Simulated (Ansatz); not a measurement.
# RbSi2: the cost of one run

Program: Ansatz 0.2.0. Level of theory: DFT PBE, scalar-relativistic, plane waves, PAW. These are calculated values, not measurements.

The COD entry's cell or inner coordinates are ideal or old and differ from later refinements, so a difference from it is no clean test against experiment.

## (1) The structure to begin with

The structure is cubic, space group Pn-3m (No. 224). Conventional cell: a = 5.429 Å, b = 5.429 Å, c = 5.429 Å, α = 90.00°, β = 90.00°, γ = 90.00°. Around Rb (site symmetry -43m) lie 4 Si at 2.35 Å. Si (site symmetry -3m) has 2 Rb at 2.35 Å as nearest neighbours.

Structure file:

```
CELL_PARAMETERS angstrom
5.42889 0.00000 0.00000
0.00000 5.42889 0.00000
0.00000 0.00000 5.42889
ATOMIC_POSITIONS crystal
Rb 0.00000 0.00000 0.00000
Rb 0.50000 0.50000 0.50000
Si 0.25000 0.25000 0.25000
Si 0.25000 0.75000 0.75000
Si 0.75000 0.75000 0.25000
Si 0.75000 0.25000 0.75000
```

This is candidate A: anti-cuprite type (Pn-3m, No. 224).

(A quick probe on a coarse mesh, which set the mesh and smearing, is not shown.)

## (3) A loose first relaxation (candidate A)

input.yaml reads:

```yaml
crystal:
  lattice:
    - [5.4288860301, 0.0, 0.0]
    - [0.0, 5.4288860301, 0.0]
    - [0.0, 0.0, 5.4288860301]
  atoms:
    - { symbol: Rb, position: [0.0, 0.0, 0.0] }
    - { symbol: Rb, position: [0.5, 0.5, 0.5] }
    - { symbol: Si, position: [0.25, 0.25, 0.25] }
    - { symbol: Si, position: [0.25, 0.75, 0.75] }
    - { symbol: Si, position: [0.75, 0.75, 0.25] }
    - { symbol: Si, position: [0.75, 0.25, 0.75] }
basis:
  ecutwfc: 420
kpoints:
  mp_grid: { grid: [4, 4, 4] }
hamiltonian:
  xc: pbe
scf:
  occupations: { method: gaussian, width: 0.1 }
  lower_state_search: "off"
output:
  forces: true
  stress: true
  eigenvalues: true
relax:
  adjacent_minimum: "off"
  f_tol: 0.04
  max_steps: 70
  cell: { stress_tol: 0.4 }
```

Command:

```
> ansatz run input.yaml --threads 1 --pin off --max-ram 2560MiB --backend cpu --events-out ev --progress --plain --runs-dir out
```

Q: Estimate wall time and peak memory on 1 thread of Intel Xeon Platinum 8259CL at 2.50GHz (Skylake/Cascade Lake), shared host.

About 50 s, with a peak of 0.51 GiB.
